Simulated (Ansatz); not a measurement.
# GePHCl (quartet): wave-function methods side by side, cc-pVDZ

How much of the correlation energy of GePHCl (quartet) does each wave-function method recover here?

Program: Ansatz 0.2.0, Gaussian basis. Level of theory: cc-pVDZ, core rule «outside noble gas», up to 24 orbitals frozen. These are calculated values, not measurements.

The runs, in order: UHF; CCSD(T) on ROHF; CCSD(T) on UHF; BCCD(T) on ROHF; CISD as a restricted active space (open shells left free, so some higher excitations enter); CCSDT(Q) on ROHF; CCSDT(Q) on UHF.

30 further runs of the same task are left out: 6 for a known fault of the program, 13 that didn't finish, 11 set aside as unsound or not needed. Runs told in other sessions of the task aren't counted.

## (1) The system

The geometry is a PBE0/def2-TZVP stationary point (not a proven minimum). No spin-orbit coupling is included. The filled d shell of Ge may be among the frozen orbitals whatever the setting's name suggests.

4 atoms, charge 0, spin multiplicity 4.

Atoms are counted from 1 here; the program's logs count them from 0.

Bond lengths: Cl1–Ge2 2.178 Å, Ge2–P3 2.397 Å, P3–H4 1.428 Å. Angles: Cl1–Ge2–P3 108.9°, Ge2–P3–H4 97.2°.

## (2) UHF

in.yaml

```yaml
crystal:
  periodic: [false, false, false]
  atoms:
    - {symbol: Cl, position_ang: [0.015099, -0.724902, 1.732758]}
    - {symbol: Ge, position_ang: [0.010213, 0.638031, 0.033528]}
    - {symbol: P, position_ang: [-0.084120, -0.645378, -1.988387]}
    - {symbol: H, position_ang: [1.317890, -0.651656, -2.261202]}
basis:
  gaussian: {orbitals: cc-pVDZ}
magnetization: {spin_polarized: true, initial_magnetization: 3}
hamiltonian: {xc: hf}
output: {orbitals: {seedname: orbitals}}
```

Started as:

```
$ ansatz run in.yaml --threads 1 --pin off --events-out ev --progress --plain --max-ram 2393MiB
```

The runs that follow: CCSD(T) on ROHF; CCSD(T) on UHF; BCCD(T) on ROHF; CISD as a restricted active space (open shells left free, so some higher excitations enter); CCSDT(Q) on ROHF; CCSDT(Q) on UHF.

Q: Predict the results of all the runs planned. Wanted: UCCSDT(Q) from the RHF energy; RMP2 from UCCSDT(Q); UMP2 from UCCSDT(Q); RCCSD from UCCSDT(Q); RCCSD(T) from UCCSDT(Q); UCCSD(T) from UCCSDT(Q); RCCSDT(Q) from UCCSDT(Q); T1 diagnostic.

As calculated:

| quantity | value |
| --- | --- |
| UCCSDT(Q) from the ROHF energy | -9.4777 eV |
| RMP2 from UCCSDT(Q) | +33.70 kcal/mol |
| UMP2 from UCCSDT(Q) | +34.19 kcal/mol |
| RCCSD from UCCSDT(Q) | +7.84 kcal/mol |
| RCCSD(T) from UCCSDT(Q) | +1.62 kcal/mol |
| UCCSD(T) from UCCSDT(Q) | +1.46 kcal/mol |
| RCCSDT(Q) from UCCSDT(Q) | +0.21 kcal/mol |
| levels within 1 kcal/mol (43 meV) | RCCSDT, UCCSDT, RCCSDT(Q) |
| T1 diagnostic | 0.029 |

In words: RCCSD(T) lands +1.62 kcal/mol from the yardstick (0.7 % of the correlation energy). These misses are within one basis, not against nature; the frozen cores of restricted and unrestricted runs differ, which can shift their rows.
